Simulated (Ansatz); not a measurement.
## F3GaH3N, SMILES [NH3+][Ga-]([F])([F])[F]: harmonic frequencies at the relaxed geometry, step by step

Computed with Ansatz 0.2.0, Python API.

Interactive session:
```pycon
>>> import ansatz as az
>>> import numpy as np
>>> geometry_ang = [
...     ("N", (-0.8674, -0.1529, 0.5175)),
...     ("Ga", (0.7396, 0.0751, -0.4254)),
...     ("F", (1.9736, -0.8752, 0.3984)),
...     ("F", (0.6305, -0.5084, -2.106)),
...     ("F", (1.2223, 1.7966, -0.4717)),
...     ("H", (-1.2003, -1.0968, 0.5255)),
...     ("H", (-0.7872, 0.2408, 1.4896)),
...     ("H", (-1.6189, 0.4637, 0.0162)),
... ]
>>> f3gah3n = az.Crystal.molecule()
>>> for symbol, xyz in geometry_ang:
...     f3gah3n = f3gah3n.atom(symbol, xyz)
...
>>> base = (
...     f3gah3n.calculation()
...     .basis(gaussian="def2-SVP")
...     .functional("b3lyp")
... )
>>> symbols = [site.symbol for site in f3gah3n.cartesian_sites]
>>> start = np.array([site.position_ang for site in f3gah3n.cartesian_sites], dtype=float)
>>> report = base.relax(force_tolerance=0.003).run().report

>>> end = np.array(report["positions_ang"])
>>> print("final positions (A) and the move of each atom")
final positions (A) and the move of each atom
>>> for symbol, xyz, old in zip(symbols, end, start):
...     print(f"{symbol:2s} {xyz[0]:10.5f} {xyz[1]:10.5f} {xyz[2]:10.5f}   {np.linalg.norm(xyz - old):7.4f}")
...
N    -0.87412   -0.10525    0.48572    0.0577
Ga    0.92793    0.09444   -0.51678    0.2102
F     2.02825   -0.55211    0.69679    0.4432
F     0.60921   -0.91314   -1.92558    0.4436
F     0.94883    1.83740   -0.76803    0.4053
H    -1.50714   -0.71318   -0.04049    0.7494
H    -0.72167   -0.51427    1.41127    0.7619
H    -1.31909    0.80900    0.60120    0.7425
>>> # frequencies need a stationary point, so they are taken at the relaxed geometry
>>> minimum = az.Crystal.molecule()
>>> for symbol, place in zip(symbols, end):
...     minimum = minimum.atom(symbol, place.tolist())
...
>>> vibrating = minimum.calculation()
>>> vibrating = vibrating.basis(gaussian="def2-SVP")
>>> vibrating = vibrating.functional("b3lyp")
>>> vibrating = vibrating.phonons(temperatures=(200, 600, 100))
>>> vib = vibrating.run().report["vibrations"]
>>> sums = vib["harmonic_sums"]
>>> modes = [m["omega_inv_cm"] for m in sums["modes_at_gamma"] if m["rigid_motion"] == "no"]
>>> for number, w in enumerate(modes, start=1):
...     print(f"mode {number:2d} {w:9.1f} 1/cm {w / 8065.544 * 1000:8.2f} meV")
...
mode  1     111.7 1/cm    13.85 meV
mode  2     111.8 1/cm    13.86 meV
mode  3     138.6 1/cm    17.18 meV
mode  4     185.4 1/cm    22.98 meV
mode  5     185.5 1/cm    23.00 meV
mode  6     218.5 1/cm    27.09 meV
mode  7     402.7 1/cm    49.93 meV
mode  8     643.3 1/cm    79.76 meV
mode  9     643.4 1/cm    79.77 meV
mode 10     644.0 1/cm    79.84 meV
mode 11     724.6 1/cm    89.84 meV
mode 12     724.7 1/cm    89.85 meV
mode 13    1203.1 1/cm   149.17 meV
mode 14    1614.2 1/cm   200.14 meV
mode 15    1614.3 1/cm   200.14 meV
mode 16    3451.1 1/cm   427.88 meV
mode 17    3573.7 1/cm   443.08 meV
mode 18    3573.8 1/cm   443.09 meV
>>> print("imaginary modes:", sum(w < 0 for w in modes), " zero-point energy:", round(sums["zero_point_energy_ev"], 4), "eV")
imaginary modes: 0  zero-point energy: 1.2252 eV
>>> print("T (K)   F_vib (eV)   S_vib (meV/K)   C_vib (meV/K)")
T (K)   F_vib (eV)   S_vib (meV/K)   C_vib (meV/K)
>>> for row in zip(sums["temperatures_k"], sums["vibrational_free_energy_ev"], vib["entropy_ev_per_k"], vib["heat_capacity_ev_per_k"]):
...     print(f"{row[0]:6.1f} {row[1]:11.4f} {1000 * row[2]:13.4f} {1000 * row[3]:15.4f}")
...
 200.0      1.1806        0.5347          0.5890
 300.0      1.1132        0.8079          0.7608
 400.0      1.0203        1.0446          0.8838
 500.0      0.9052        1.2519          0.9740
 600.0      0.7707        1.4359          1.0428
>>> # all hydrogen replaced by deuterium
>>> heavier = vibrating.phonons(masses={"H": 2.014102}).run().report["vibrations"]["harmonic_sums"]
>>> print("deuterated (1/cm):", " ".join(f"{m['omega_inv_cm']:.0f}" for m in heavier["modes_at_gamma"] if m["rigid_motion"] == "no"))
deuterated (1/cm): 99 103 103 184 185 217 372 497 497 644 720 720 928 1168 1168 2467 2634 2634
>>> print("zero-point energy falls by", round(sums["zero_point_energy_ev"] - heavier["zero_point_energy_ev"], 4), "eV")
zero-point energy falls by 0.2743 eV
```

What to keep in mind:
- The frequencies are harmonic and unscaled, in a modest basis. The result belongs to the one conformer reached from this start, and soft torsions count as harmonic oscillators.
- b3lyp holds the VWN-RPA fit, as in Gaussian; the form of ORCA and Turbomole is b3lyp5.
- Run time: 6.2 min on 1 thread of Arm Neoverse V2, on a shared host, peak memory 0.32 GiB.

(Lines on the test bed's own set-up are left out of the output.)
